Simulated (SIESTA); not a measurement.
## CsLiCr2Te2S3 under changes of volume

One of the cells (27.639 Å³/atom); the others are scaled copies at fixed shape and fractional positions:

```
Cs Li Cr Te S
1.0
     7.10358    0.00000    0.00793
     0.00000    4.00696    0.00000
    -2.70079    0.00000    8.73617
Cs Li Cr Te S
1 1 2 2 3
Direct
  0.07739 0.00000 0.37706
  0.86424 0.50000 0.78883
  0.12646 0.00000 0.94616
  0.59290 0.50000 0.97165
  0.50838 0.00000 0.15270
  0.55612 0.00000 0.74893
  0.87426 0.00000 0.68502
  0.25176 0.50000 0.84402
  0.96294 0.50000 0.05357
```

The cell was built by a generator and needn't be a form met in nature.

| Property | Result |
| --- | --- |
| Program | SIESTA 5.4.2 |
| Functional | PBE |
| Potentials or basis | PseudoDojo 0.4 standard (PBE files) |
| Basis | DZP (energy shift 0.003 Ry; two zetas on semicore shells; d shell added on Cs) |
| Grid cutoff | 800 Ry |
| Energy shift | 0.003 Ry |
| k mesh | 4 × 7 × 3 |
| Occupations | fermi-dirac, width 0.05 eV |
| Spin | collinear spin, ferromagnetic start |
| Starting moments | [0.0, 0.0, 3.0, 3.0, 0.0, 0.0, 0.0, 0.0, 0.0] μB |

| volume (Å³/atom) | energy over the lowest point (meV/atom) | pressure (GPa) | gap on the mesh (eV) | largest force (eV/Å) |
| --- | --- | --- | --- | --- |
| 25.471 | 25.44 | 4.2 | 0.50 | 0.993 |
| 26.013 | 13.44 | 2.9 | 0.47 | 0.784 |
| 26.555 | 5.49 | 1.8 | 0.44 | 0.593 |
| 27.639 | 0.00 | -0.1 | 0.40 | 0.269 |
| 28.181 | ? | ? | ? | ? |
| 28.723 | 6.17 | -1.6 | 0.35 | 0.229 |

Task: What does the run at 28.181 Å³/atom give?

Result: Energy over the lowest point 1.79 meV/atom; pressure -0.9 GPa; gap on the mesh 0.37 eV; largest force 0.173 eV/Å.

Worked out: A Birch-Murnaghan fit of order 3 (a polynomial in V^(-2/3)) to the other rows has its minimum at 27.57 Å³/atom with B0 = V·E''(V) = 44 GPa and B' = 4.5 at fixed shape and positions, which overstates the stiffness. It gives 1.78 meV/atom at 28.181 Å³/atom, against the run's 1.79, and -dE/dV = -0.9 GPa, against -0.9. A straight line through the other rows of the gap, of slope -1.22 eV per unit of ln V, gives 0.37 eV, against the run's 0.37.

Energies are extrapolated to zero smearing.

Caveats: spin-orbit coupling is left out, which moves the levels of the heavy elements; an odd mesh through Γ misses points on the zone boundary, where band edges often lie; the basis of atomic orbitals isn't converged, which shifts pressures, moduli and gaps; only a ferromagnetic start was run, and an antiferromagnetic order may lie lower in energy.
